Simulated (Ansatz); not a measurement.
# WC (Fm-3m): all-electron equation of state, by script

Where is the equilibrium volume of WC (Fm-3m) with all electrons, and how stiff is it? Wanted for WC (Fm-3m): an all-electron equation of state.

Computed with the Python package of Ansatz 0.2.0. Level of theory: DFT LDA, all-electron LAPW.

## (1) Starting point

Symmetry: Fm-3m, No. 225, cubic system. Conventional cell: a = 4.385 Å, b = 4.385 Å, c = 4.385 Å, α = 90.00°, β = 90.00°, γ = 90.00°. Around W (site symmetry m-3m) lie 6 C at 2.19 Å. C (site symmetry m-3m) is surrounded by 6 W at 2.19 Å.

No structure file is read: the coordinates are typed or built in the script.

## (2) The code

Contents of wc.py:

```python
# -*- coding: utf-8 -*-
'''All-electron equation of state of WC.'''

import warnings

import ansatz
from ase.eos import EquationOfState
from ase.units import GPa
import numpy as np

VECTORS = np.array([
    [0.0, 2.192684, 2.192684],
    [2.192684, 0.0, 2.192684],
    [2.192684, 2.192684, 0.0],
])
SITES = [
    ('W', (0.0, 0.0, 0.0)),
    ('C', (0.5, 0.5, 0.5)),
]


def on_lattice(cell):
    crystal = ansatz.Crystal(lattice=ansatz.Lattice.of(cell))
    for symbol, position in SITES:
        crystal = crystal.atom(symbol, position)
    return crystal

warnings.simplefilter('ignore', ansatz.DeckWarning)

volumes, energies = [], []
for scale in np.linspace(0.92, 1.08, 5):
    cell = VECTORS * scale ** (1 / 3)
    base = (
        on_lattice(cell).calculation()
        .functional('LDA')
        .occupations('Marzari-Vanderbilt', width=100 * ansatz.meV)
        .kpoints(11, 11, 11)  # sampling of the Brillouin zone
        .pseudopotentials('all_electron', lapw=True)
    )
    report = base.run(threads=1, backend='cpu').report
    volumes.append(abs(np.linalg.det(cell)) / len(SITES))
    energies.append(report['free_energy_ev'] / len(SITES))
    print(f'{scale:.3f} {volumes[-1]:9.4f} A^3/atom {energies[-1]:16.5f} eV/atom  (estimated basis error {1000 * report["lapw_basis_errors"]["total_ev_per_atom"]:.2f} meV/atom)')
v0, e0, bulk = EquationOfState(volumes, energies, eos='birchmurnaghan').fit()
print(f'V0 = {v0:.4f} A^3/atom, B0 = {bulk / GPa:.1f} GPa')
```

## (3) The input behind the calls

The package turns the script's settings into the engine's input (first run):

```yaml
crystal:
  lattice:
    - [0.0, 2.132579957828866, 2.132579957828866]
    - [2.132579957828866, 0.0, 2.132579957828866]
    - [2.132579957828866, 2.132579957828866, 0.0]
  atoms:
    - { symbol: W, position: [0.0, 0.0, 0.0] }
    - { symbol: C, position: [0.5, 0.5, 0.5] }
kpoints:
  mp_grid:
    grid: [11, 11, 11]
hamiltonian:
  xc: lda
  pseudopotentials:
    kind: all_electron
    lapw: {}
scf:
  occupations:
    method: cold
    width: 0.1
```

## (4) The run

Command:

```bash
$ python wc.py
```

**Question.** Estimate the equilibrium volume and the bulk modulus.

The runs gave:

| quantity | value |
| --- | --- |
| runs compared | 5 |
| range of energy | 167.26 meV/atom |
| lowest point, volume (Å³/atom) | 10.120 |
| equilibrium volume (fit) | 10.10 Å³/atom |
| bulk modulus (fit) | 403 GPa |

What this shows: A third-order Birch-Murnaghan fit through the 5 points has its minimum at 10.10 Å³ an atom, 4.2 % below the typed cell, with a bulk modulus of 403 GPa and dB/dP = 4.3. From that minimum the energy rises by 21.2 meV an atom on the compressed side and 167.3 meV on the expanded side. The window is off centre, so dB/dP is rough. Notes:
- All-electron totals depend on functional, relativistic treatment and basis; only differences at equal settings carry meaning.
- Spin is left out of this run.
- For a metal this k-point mesh is coarse: on a finer one energies can move by several to tens of meV an atom and pressures by half a GPa or more, differences at one mesh by less.
- Spin-orbit coupling, which matters for elements this heavy, is left out.
- The structure comes from a database of computed cells and needn't be a stable or known phase.
